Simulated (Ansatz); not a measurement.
# SnSiH6O (SMILES [SiH3][O][SnH3]) at r2SCAN0/def2-SVP (core potential)

Aim: the electronic atomisation energy of SnSiH6O at r2SCAN0/def2-SVP (core potential), from 5 runs. 

Program for the calculation: Ansatz 0.2.0.

63 further runs of the same task are left out: 63 set aside as unsound or not needed. Runs told in other sessions of the task aren't counted.

## 1. Starting point

The species is SnSiH6O (9 atoms), meant as a singlet with charge 0. As SMILES, `[SiH3][O][SnH3]`. The coordinates come from a PBE0-D4/def2-TZVP relaxation.

Bond lengths: Si1–O2 1.627 Å, O2–Sn3 1.963 Å, Si1–H4 1.492 Å, Si1–H5 1.486 Å, Si1–H6 1.492 Å, Sn3–H7 1.699 Å, Sn3–H8 1.705 Å, Sn3–H9 1.705 Å. Some angles: Si1–O2–Sn3 136.6°, O2–Si1–H4 111.4°, O2–Si1–H5 109.0°, O2–Si1–H6 111.4°, O2–Sn3–H7 103.7°, O2–Sn3–H8 106.7°, O2–Sn3–H9 106.7°, H4–Si1–H5 108.8°, H4–Si1–H6 107.4°, H5–Si1–H6 108.8°.

## 2. A single-point energy at r2SCAN0/def2-SVP (core potential)

Input file in.yaml:

```yaml
crystal:
  periodic: [false, false, false]
  atoms:
    - {symbol: Si, position_ang: [-0.707500, 1.106300, -0.961800]}
    - {symbol: O, position_ang: [0.549600, 0.232700, -0.411000]}
    - {symbol: Sn, position_ang: [0.837100, -1.145700, 0.956400]}
    - {symbol: H, position_ang: [-1.786000, 0.228100, -1.502000]}
    - {symbol: H, position_ang: [-0.233000, 2.004100, -2.046400]}
    - {symbol: H, position_ang: [-1.309600, 1.937400, 0.121200]}
    - {symbol: H, position_ang: [2.493700, -1.499800, 0.829900]}
    - {symbol: H, position_ang: [-0.166000, -2.460900, 0.544700]}
    - {symbol: H, position_ang: [0.410100, -0.448400, 2.452000]}
basis:
  gaussian: {orbitals: def2-SVP}
hamiltonian: {xc: {name: r2SCAN0}}
accuracy: high
output: {orbitals: {seedname: orbitals}}
```

Started as:

```
ansatz run in.yaml --threads 1 --pin off --max-ram 2610MiB --events-out events.jsonl --progress --plain --runs-dir runs
```

The program printed:

```text
Warning: RAYON_NUM_THREADS=1 ignored (pool sized by the plan → 1); use --threads N
Functional definition: r2SCAN0
  name "r2SCAN0"
  parameter a = 0.25
  parameter k0 = 0.174
  parameter k1 = 0.065
  parameter a1 = 4.9479
  exchange = (1 - a)*r2scan_x(k0 = k0, k1 = k1, a1 = a1) + a*exact_x
  correlation = r2scan_c
2073 factors; integrals over basis functions are off by at most 7.3e-9 eV
mean field evaluation 1: about -15845.0827 eV, gradient 4.7e1 eV
mean field evaluation 2: about -15833.4018 eV, gradient 8.9e1 eV
mean field evaluation 4: about -15849.0698 eV, gradient 1.4e0 eV
mean field evaluation 8: about -15849.1970 eV, gradient 4.2e-2 eV
mean field evaluation 16: about -15849.1970 eV, gradient 8.2e-6 eV
mean field -15849.19695754 eV, -582.4472452179 hartree, gradient 3.7e-8 eV, S^2 0.000000; 0 other end points of the search recorded, 0 dependent functions left out
reference -15849.19695831 eV, -582.4472452462 hartree; 25, 25 occupied and 63, 63 virtual orbitals, 2073 factors
Total energy: -15849.19695831 eV, -582.4472452462 hartree
```

Wall time 17 s (1 thread of Arm Neoverse V1, shared host); peak memory 0.37 GiB.

## 3. The H atom at the same level

Input file in.yaml:

```yaml
crystal:
  periodic: [false, false, false]
  atoms:
    - symbol: H
      position_ang: [0.000000, 0.000000, 0.000000]
basis:
  gaussian: {orbitals: def2-SVP}
magnetization: {spin_polarized: true, initial_magnetization: 1}
accuracy: high
hamiltonian: {xc: {name: r2SCAN0}}
```

Run the same way, it converges to -0.49923 Eh (log not shown).

## 4. The O atom

Input file input.yaml:

```yaml
crystal:
  periodic: [false, false, false]
  atoms:
    - symbol: O
      position_ang: [0.000000, 0.000000, 0.000000]
basis:
  gaussian:
    orbitals: def2-SVP
accuracy: high
magnetization:
  spin_polarized: true
  initial_magnetization: 2
hamiltonian:
  xc: {name: r2SCAN0}
```

Run the same way, it converges to -74.96183 Eh (log not shown).

## 5. The Si atom, same level

Input file run.yaml:

```yaml
crystal:
  periodic: [false, false, false]
  atoms:
    - {symbol: Si, position_ang: [0.000000, 0.000000, 0.000000]}
basis:
  gaussian:
    orbitals: def2-SVP
magnetization:
  spin_polarized: true
  initial_magnetization: 2
hamiltonian:
  xc: {name: r2SCAN0}
accuracy: high
```

Started as:

```
ansatz run run.yaml --threads 1 --pin off --max-ram 2610MiB --events-out events.jsonl --progress --plain --runs-dir runs
```

The program printed:

```text
Warning: RAYON_NUM_THREADS=1 ignored (pool sized by the plan → 1); use --threads N
[... 8 set-up lines as earlier in the session ...]
134 factors; integrals over basis functions are off by at most 2.5e-9 eV
mean field evaluation 1: about -7870.6330 eV, gradient 2.4e0 eV
mean field evaluation 2: about -7870.7073 eV, gradient 6.4e-1 eV
mean field evaluation 4: about -7870.7150 eV, gradient 9.8e-2 eV
mean field evaluation 8: about -7870.7150 eV, gradient 1.1e-4 eV
mean field evaluation 16: about -7870.7150 eV, gradient 3.3e-8 eV
mean field -7870.71503625 eV, -289.2434426199 hartree, gradient 3.2e-8 eV, S^2 2.006472; 0 other end points of the search recorded, 0 dependent functions left out
reference -7870.71503778 eV, -289.2434426761 hartree; 8, 6 occupied and 10, 12 virtual orbitals, 134 factors
Total energy: -7870.71503778 eV, -289.2434426761 hartree
```

Wall time 1.7 s (1 thread of Arm Neoverse V1, shared host); peak memory 0.11 GiB.

## 6. The Sn atom, same level

Input file molecule.yaml:

```yaml
crystal:
  periodic: [false, false, false]
  atoms:
    - {symbol: Sn, position_ang: [0.000000, 0.000000, 0.000000]}
basis:
  gaussian: {orbitals: def2-SVP}
magnetization: {spin_polarized: true, initial_magnetization: 2}
hamiltonian: {xc: {name: r2SCAN0}}
accuracy: high
```

Started as:

```
ansatz run molecule.yaml --threads 1 --pin off --max-ram 2610MiB --events-out events.jsonl --progress --plain --runs-dir runs
```

The program printed:

```text
Warning: RAYON_NUM_THREADS=1 ignored (pool sized by the plan → 1); use --threads N
[... 8 set-up lines as earlier in the session ...]
223 factors; integrals over basis functions are off by at most 2.0e-9 eV
mean field evaluation 1: about -5831.3757 eV, gradient 2.2e0 eV
mean field evaluation 2: about -5831.4266 eV, gradient 7.1e-1 eV
mean field evaluation 4: about -5831.4323 eV, gradient 3.3e-1 eV
mean field evaluation 8: about -5831.4327 eV, gradient 3.9e-4 eV
mean field evaluation 16: about -5831.4327 eV, gradient 8.4e-9 eV
mean field -5831.43271096 eV, -214.3011994406 hartree, gradient 8.5e-9 eV, S^2 2.005001; 0 other end points of the search recorded, 0 dependent functions left out
reference -5831.43271338 eV, -214.3011995298 hartree; 12, 10 occupied and 14, 16 virtual orbitals, 223 factors
Total energy: -5831.43271338 eV, -214.3011995298 hartree
```

Run time: 3.6 s. Hardware: 1 thread of Arm Neoverse V1, shared host; peak memory 0.15 GiB.

## 7. Outcome

At r2SCAN0/def2-SVP (core potential):

| quantity | value |
| --- | --- |
| molecule: total energy | -582.44725 Eh |
| molecule: HOMO energy | -8.38 eV |
| molecule: LUMO energy | -0.23 eV |
| molecule: HOMO–LUMO gap | 8.14 eV |
| H atom: total energy | -0.49923 Eh |
| H atom: ⟨S²⟩ | 0.750 |
| O atom: total energy | -74.96183 Eh |
| O atom: ⟨S²⟩ | 2.004 |
| Si atom: total energy | -289.24344 Eh |
| Si atom: ⟨S²⟩ | 2.006 |
| Sn atom: total energy | -214.30120 Eh |
| Sn atom: ⟨S²⟩ | 2.005 |
| electronic atomisation energy | 25.726 eV |

In words: Taking the molecule apart into free atoms costs 25.73 eV (593 kcal/mol), before zero-point energy and without spin-orbit coupling.
